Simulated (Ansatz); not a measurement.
Ta3AsAu2O13:

```
Ta As Au O
1.0
     6.80067   -1.92163   -0.02621
     6.80067    1.92163   -0.02621
    -1.72225    0.00000   10.37288
Ta As Au O
3 1 2 13
Cartesian
  2.9718 0.0000 6.5236
  4.8678 0.0000 0.0213
  7.0062 0.0000 10.3228
  8.9252 0.0000 3.7233
  7.0966 0.0000 6.5221
  4.8091 0.0000 3.7731
  3.2720 0.0000 8.3381
  4.7052 0.0000 5.7491
  9.6078 0.0000 6.1194
  8.6255 0.0000 2.0474
  7.2888 0.0000 4.4798
  2.2695 0.0000 4.2576
  6.9552 0.0000 8.4957
  0.8547 0.0000 6.6412
  4.9002 0.0000 1.8415
  10.8759 0.0000 3.6718
  6.8030 0.0000 0.0005
  9.3446 0.0000 10.2506
  2.5337 0.0000 0.0790
```

The cell was built by a generator and needn't be a form met in nature.

```yaml
Program: Ansatz 0.2.0
Task: relaxation of cell and atoms
Functional: r2SCAN
Dispersion: D4
Potentials_or_basis: Ansatz PAW
Cutoff: "500 eV (not typed: the program's choice for these potentials)"
k_mesh: 5 × 5 × 2
Occupations: fermi-dirac, width 0.05 eV
Spin: no spin polarisation
```

At the start: volume 14.26 Å³/atom.

Task: Where does the relaxation end?

Result: It ends after 12 steps and the volume is 13.74 Å³/atom (-3.6 %); space group Cm (No. 8, to 0.05 Å).

Step by step:
```tsv
step	energy change (eV)	largest force (eV/Å)	volume (Å³)
1	0.0000	0.5678	270.94
2	-0.1804	0.4691	260.92
3	-0.1973	0.1612	261.47
4	-0.2004	0.0780	261.44
5	-0.2012	0.0613	261.38
6	-0.2022	0.0353	261.23
7	-0.2026	0.0410	261.07
8	-0.2027	0.0243	261.17
9	-0.2027	0.0313	261.13
10	-0.2027	0.0152	261.13
11	-0.2027	0.0047	261.14
12	-0.1973	0.0046	261.14
```

Final structure:
```
Ta As Au O
1.0
     6.71695   -1.89959   -0.04528
     6.71695    1.89959   -0.04528
    -1.73062    0.00000   10.24478
Ta As Au O
3 1 2 13
Direct
  0.29700 0.29700 0.62868
  0.35752 0.35752 0.00426
  0.64158 0.64158 0.00007
  0.70380 0.70380 0.36511
  0.60124 0.60124 0.63200
  0.40122 0.40122 0.36707
  0.34088 0.34088 0.80506
  0.41678 0.41678 0.55804
  0.77989 0.77989 0.58571
  0.66183 0.66183 0.20263
  0.59239 0.59239 0.43421
  0.21982 0.21982 0.41074
  0.61499 0.61499 0.82249
  0.14281 0.14281 0.63945
  0.38336 0.38336 0.18068
  0.84479 0.84479 0.35836
  0.50017 0.50017 0.00331
  0.81187 0.81187 0.99230
  0.18806 0.18806 0.00982
```

Caveat: the plane-wave basis is chosen anew once the cell has moved, so the energies of steps on either side of that aren't comparable; the PAW data sets come from PBE, with cores solved anew for the run's functional, which leaves a small shift of forces and pressure.
